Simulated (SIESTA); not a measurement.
GaGe:

```
Ge Ga
1.0
     0.00000    2.89784    2.89784
     2.89784    0.00000    2.89784
     2.89784    2.89784    0.00000
Ge Ga
1 1
Direct
  0.00000 0.00000 0.00000
  0.25000 0.25000 0.25000
```

The cell comes from a database or a generator and needn't be the stable form of this composition.

Base run:

```yaml
Program: SIESTA 5.4.2
Functional: PBEsol
Potentials_or_basis: PseudoDojo 0.4 standard (PBEsol files)
Basis: DZP (energy shift 0.003 Ry; two zetas on semicore shells)
Grid_cutoff: 800 Ry
Energy_shift: 0.003 Ry
k_mesh: 8 × 8 × 8
Occupations: fermi-dirac, width 0.05 eV
Spin: no spin polarisation
```

Its results: band gap on the k mesh none (metal or under the smearing width); pressure -1.7 GPa.

The run is repeated on the same cell with these changes: functional from PBEsol to PBE; potentials or basis from PseudoDojo 0.4 standard (PBEsol files) to PseudoDojo 0.4 standard (PBE files). What comes out?

Band gap on the k mesh none (metal or under the smearing width); pressure 1.0 GPa.

Caveats: the basis of atomic orbitals isn't converged, which shifts pressures, moduli and gaps; the basis holds too few empty states to meet the f-sum rule, so the spectrum is short of weight at high energy (some runs).

Not every run made on this cell is shown here.
